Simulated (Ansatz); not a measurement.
# CH4ClGeO (SMILES [CH3][Ge]([OH])[Cl]) at UB3LYP/6-31G(d) (Cartesian functions)

Aim: the energy change on altering one bond length of CH4ClGeO at UB3LYP/6-31G* (Cartesian functions), from 2 runs. 

The calculation is run with Ansatz 0.2.0.

122 further runs of the same task are left out: 122 set aside as unsound or not needed.

**1. Starting point**

The species is CH4ClGeO (8 atoms), meant as a doublet with charge 0. As SMILES, `[CH3][Ge]([OH])[Cl]`. Geometry: relaxed at PBE0-D4/def2-TZVP. This is one conformer, not always the lowest.

Bond lengths: C1–Ge2 1.958 Å, Ge2–O3 1.780 Å, Ge2–Cl4 2.184 Å, C1–H5 1.090 Å, C1–H6 1.092 Å, C1–H7 1.089 Å, O3–H8 0.961 Å. Angles: C1–Ge2–O3 104.8°, C1–Ge2–Cl4 109.0°, O3–Ge2–Cl4 106.9°, Ge2–C1–H5 109.2°, Ge2–C1–H6 107.2°, Ge2–C1–H7 109.9°, Ge2–O3–H8 113.2°, H5–C1–H6 110.0°, H5–C1–H7 110.2°, H6–C1–H7 110.2°.

**2. A single-point energy at UB3LYP/6-31G(d) (Cartesian functions)**

run.yaml

```yaml
crystal:
  periodic: [false, false, false]
  atoms:
    - {symbol: C, position_ang: [0.070000, 1.235100, -0.045900]}
    - {symbol: Ge, position_ang: [-0.661500, -0.553500, 0.272700]}
    - {symbol: O, position_ang: [0.714600, -1.504600, 0.880000]}
    - {symbol: Cl, position_ang: [-1.247100, -1.432100, -1.639400]}
    - {symbol: H, position_ang: [0.419500, 1.652400, 0.898100]}
    - {symbol: H, position_ang: [0.906900, 1.122600, -0.737600]}
    - {symbol: H, position_ang: [-0.694800, 1.876200, -0.480900]}
    - {symbol: H, position_ang: [0.584600, -2.453200, 0.797100]}
basis:
  gaussian:
    orbitals: "6-31G*"
magnetization:
  spin_polarized: true
  initial_magnetization: 1
hamiltonian:
  xc: {name: B3LYP}
accuracy: high
output: {orbitals: {seedname: orbitals}}
```

Run with:

```sh
$ ansatz run run.yaml --threads 1 --pin off --max-ram 3480MiB --events-out events.jsonl --progress --plain --runs-dir runs
```

What it wrote:

```text
Warning: RAYON_NUM_THREADS=1 ignored (pool sized by the plan → 1); use --threads N
Functional definition: B3LYP
  name "B3LYP"
  parameter a0 = 0.2
  parameter ax = 0.72
  parameter ac = 0.81
  exchange = (1 - a0 - ax)*slater_x + ax*b88_x + a0*exact_x
  correlation = (1 - ac)*vwn_rpa_c + ac*lyp_c
1912 factors; integrals over basis functions are off by at most 4.1e-9 eV
mean field evaluation 1: about -72175.9559 eV, gradient 4.7e1 eV
mean field evaluation 2: about -72149.2448 eV, gradient 9.1e1 eV
mean field evaluation 4: about -72184.4880 eV, gradient 4.9e0 eV
mean field evaluation 8: about -72184.7021 eV, gradient 1.0e-1 eV
mean field evaluation 16: about -72184.7021 eV, gradient 1.1e-4 eV
mean field -72184.70214264 eV, -2652.7388751937 hartree, gradient 3.1e-8 eV, S^2 0.752194; 0 other end points of the search recorded, 0 dependent functions left out
reference -72184.70218028 eV, -2652.7388765768 hartree; 34, 33 occupied and 58, 59 virtual orbitals, 1912 factors
Total energy: -72184.70218028 eV, -2652.7388765768 hartree
```

Wall time 17 s (1 thread of Arm Neoverse V2, shared host); peak memory 0.51 GiB.

**3. The distorted shape**

job.yaml

```yaml
basis:
  gaussian:
    orbitals: "6-31G*"
crystal:
  periodic: [false, false, false]
  atoms:
    - {symbol: C, position_ang: [-0.342823, 1.520425, -0.228087]}
    - {symbol: Ge, position_ang: [-1.074323, -0.268175, 0.090513]}
    - {symbol: O, position_ang: [0.714600, -1.504600, 0.880000]}
    - {symbol: Cl, position_ang: [-1.659923, -1.146775, -1.821587]}
    - {symbol: H, position_ang: [0.006677, 1.937725, 0.715913]}
    - {symbol: H, position_ang: [0.494077, 1.407925, -0.919787]}
    - {symbol: H, position_ang: [-1.107623, 2.161525, -0.663087]}
    - {symbol: H, position_ang: [0.584600, -2.453200, 0.797100]}
magnetization:
  spin_polarized: true
  initial_magnetization: 1
hamiltonian:
  xc: {name: B3LYP}
accuracy: high
output: {orbitals: {seedname: orbitals}}
```

Run with:

```sh
$ ansatz run job.yaml --threads 1 --pin off --max-ram 3480MiB --events-out events.jsonl --progress --plain --runs-dir runs
```

What it wrote (excerpt; [...] marks lines left out):

```text
Warning: RAYON_NUM_THREADS=1 ignored (pool sized by the plan → 1); use --threads N
[... 7 set-up lines as earlier in the session ...]
1884 factors; integrals over basis functions are off by at most 5.6e-9 eV
mean field evaluation 1: about -72172.3815 eV, gradient 5.1e1 eV
mean field evaluation 2: about -72057.9079 eV, gradient 1.3e2 eV
mean field evaluation 4: about -72182.7353 eV, gradient 8.7e0 eV
mean field evaluation 8: about -72183.3060 eV, gradient 2.9e-1 eV
mean field evaluation 16: about -72183.4036 eV, gradient 6.5e-3 eV
mean field evaluation 32: about -72183.4036 eV, gradient 1.1e-7 eV
mean field -72183.40357313 eV, -2652.6911536444 hartree, gradient 3.9e-8 eV, S^2 0.763947; 2 other end points of the search recorded, 0 dependent functions left out
reference -72183.40361125 eV, -2652.6911550450 hartree; 34, 33 occupied and 58, 59 virtual orbitals, 1884 factors
Total energy: -72183.40361125 eV, -2652.6911550450 hartree
```

It took 20 s on 1 thread of Arm Neoverse V2, shared host; peak memory 0.51 GiB.

**4. Summary of results**

Level: UB3LYP/6-31G* (Cartesian functions).

| quantity | value |
| --- | --- |
| first shape: total energy | -2652.73888 Eh |
| first shape: HOMO energy (highest over α and β) | -5.92 eV |
| first shape: LUMO energy (lowest over α and β) | -3.36 eV |
| first shape: ⟨S²⟩ | 0.752 |
| distorted shape: total energy | -2652.69116 Eh |
| distorted shape: HOMO energy (highest over α and β) | -6.53 eV |
| distorted shape: LUMO energy (lowest over α and β) | -4.05 eV |
| distorted shape: ⟨S²⟩ | 0.764 |
| energy change with the Ge2–O3 bond stretched from 1.780 to 2.313 Å | 1.299 eV |

What this shows: With the Ge2–O3 bond stretched from 1.780 to 2.313 Å the energy rises by 1.30 eV (30 kcal/mol). The first shape isn't relaxed at this level, so the change isn't measured from a minimum.
